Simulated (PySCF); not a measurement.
**C₄H₆BCl₂N: electronic excitations**

What electronic excitations should C₄H₆BCl₂N (`CB1CC(Cl)(Cl)C=N1`) show?

Programs: PySCF 2.14.0, with density-fitted response routines of our own. Each step states its level of theory. These are calculated values for one molecule in the gas phase, unless marked as measured. Atoms are numbered from 0 throughout.

### Step 1. Starting geometry

14 atoms, charge 0, multiplicity 1; geometry from: GFN2-xTB.

Bonds of the start (Å): C0–B1 1.56, B1–C2 1.60, C2–C3 1.53, C3–Cl4 1.79, C3–Cl5 1.79, C3–C6 1.52, C6–N7 1.26, N7–B1 1.47, C0–H8 1.09, C0–H9 1.09, C0–H10 1.09, C2–H11 1.09, C2–H12 1.09, C6–H13 1.08.

### Step 2. Excited states and response: B3LYP/def2-SVPD

The job: settings as JSON, then the geometry in Å.

```
{"job": {"kind": "uv", "xc": "B3LYP", "basis": "def2-SVPD", "nstates": 8, "ntriplets": 3}, "charge": 0, "multiplicity": 1}
C      2.271704    -0.033143     0.314399
B      0.715107    -0.032762     0.262399
C     -0.258273     0.014933    -1.006148
C     -1.638244     0.040750    -0.350322
Cl    -2.541076     1.549047    -0.674213
Cl    -2.669647    -1.342795    -0.810544
C     -1.342219    -0.031672     1.133783
N     -0.128943    -0.069087     1.468416
H      2.635420    -0.868438     0.910013
H      2.751274    -0.070266    -0.659159
H      2.621279     0.861011     0.829116
H     -0.155774    -0.858621    -1.649983
H     -0.110811     0.886493    -1.643052
H     -2.150476    -0.045921     1.853128
```

Method: TDDFT B3LYP/def2-SVPD, vertical, gas phase, core orbitals frozen in the response.

Launch:

```
$ OMP_NUM_THREADS=1 python probes_run.py task.json out
```

The driver reads the jobs from task.json and runs them one after another.

The log of the run:

```text
coarse grid: 13464 points
cycle   1  E = -1155.4041533523  dE =  1.015e+00  |g| = 6.585e-01  |ddm| = 7.174e+00
cycle   2  E = -1155.1746141545  dE =  2.295e-01  |g| = 1.201e+00  |ddm| = 4.498e+00
cycle   3  E = -1155.5028463814  dE = -3.282e-01  |g| = 1.842e-01  |ddm| = 3.249e+00
cycle   4  E = -1155.5109949912  dE = -8.149e-03  |g| = 4.066e-02  |ddm| = 3.911e-01
cycle   5  E = -1155.5113088013  dE = -3.138e-04  |g| = 1.652e-02  |ddm| = 1.248e-01
cycle   6  E = -1155.5113738063  dE = -6.500e-05  |g| = 3.744e-03  |ddm| = 5.192e-02
cycle   7  E = -1155.5113771983  dE = -3.392e-06  |g| = 9.973e-04  |ddm| = 8.723e-03
final grid: 122760 points
cycle   8  E = -1155.6443176666  dE = -3.726e-05  |g| = 7.164e-03  |ddm| = 1.331e-01
cycle   9  E = -1155.6443046824  dE =  1.298e-05  |g| = 1.003e-02  |ddm| = 3.556e-02
cycle  10  E = -1155.6443301278  dE = -2.545e-05  |g| = 1.410e-03  |ddm| = 2.260e-02
cycle  11  E = -1155.6443306127  dE = -4.849e-07  |g| = 1.885e-04  |ddm| = 2.822e-03
cycle  12  E = -1155.6443306171  dE = -4.304e-09  |g| = 1.316e-04  |ddm| = 7.194e-04
cycle  13  E = -1155.6443306208  dE = -3.769e-09  |g| = 3.663e-05  |ddm| = 3.372e-04
cycle  14  E = -1155.6443306211  dE = -3.229e-10  |g| = 7.529e-06  |ddm| = 9.556e-05
converged SCF energy = -1155.6443306211

Static polarisability (au): isotropic 93.726, principal 80.952 85.237 114.988

Singlet excitations
state   eV       nm        f      main configurations
  1   3.4292    361.6   0.00001   H->L 0.99
  2   5.2720    235.2   0.00934   H-1->L 0.95
  3   5.3040    233.8   0.00067   H-2->L 0.93
  4   5.6433    219.7   0.02449   H-3->L 0.95
  5   5.7249    216.6   0.00528   H-4->L 0.87
  6   5.8145    213.2   0.00557   H->L+1 0.76, H->L+2 0.21
  7   5.8217    213.0   0.00207   H->L+2 0.70, H->L+1 0.21
  8   6.4040    193.6   0.00710   H-5->L 0.87

Triplet excitations (Tamm-Dancoff, eV): 3.0679 4.7661 5.0363
```

It took 38 s on 1 thread of Arm Neoverse V1, shared host; peak memory 0.84 GiB.

The orbitals next to the gap, with their largest atomic shares:

```
orbital     eV                        atoms
 HOMO−3  -8.97   Cl4 41 %, Cl5 34 %, N7 8 %
 HOMO−2  -8.85  Cl5 27 %, Cl4 26 %, C2 11 %
 HOMO−1  -8.61           Cl5 48 %, Cl4 46 %
   HOMO  -7.33      N7 52 %, B1 9 %, C6 9 %
   LUMO  -2.43    C6 30 %, B1 20 %, N7 20 %
 LUMO+1  -0.58  Cl5 33 %, Cl4 32 %, C3 27 %
 LUMO+2  -0.33   C3 17 %, Cl4 14 %, B1 14 %
```

With each of the 8 states as a Gaussian band of 0.4 eV half-width at 1/e, the curve within the window shown has maxima at 220 nm (ε 1,600) L/(mol cm). Beyond the last state computed it falls off for lack of states. The curve at chosen wavelengths:

nm, ε (L/mol/cm) and a bar:
```
      185        167 ###
      195        390 ########
      205        824 ################
      215       1527 ##############################
      225       1511 ##############################
      236        887 #################
      246        410 ########
      256        149 ###
      266         42 #
      276          9 
      286          2 
      296          0 
      306          0 
      317          0 
      327          0 
      337          0 
      347          0 
      357          0 
      367          0 
      377          0 
      387          0 
      398          0 
      408          0 
      418          0 
      428          0 
      438          0
```

Ground-state properties from the same run:

```
           property  computed
  dipole moment (D)      1.51
polarisability (Å³)     13.89
 HOMO–LUMO gap (eV)      4.90
      −ε(HOMO) (eV)      7.33
```

### Step 3. Outcome

| quantity | value |
| --- | --- |
| lowest singlet (B3LYP/def2-SVPD) | 3.43 eV (362 nm), f = 0.000 |
| brightest single state of those computed | state 4, 5.64 eV, f = 0.024 |
| lowest triplet | 3.07 eV |

What this shows: The first singlet state (HOMO→LUMO 0.99) lies at 3.43 eV and is dark; of the 8 states computed, the strongest absorption comes from state 4 at 5.64 eV. The lowest triplet lies 0.36 eV below the lowest singlet (triplets in Tamm-Dancoff, singlets in full TDDFT).
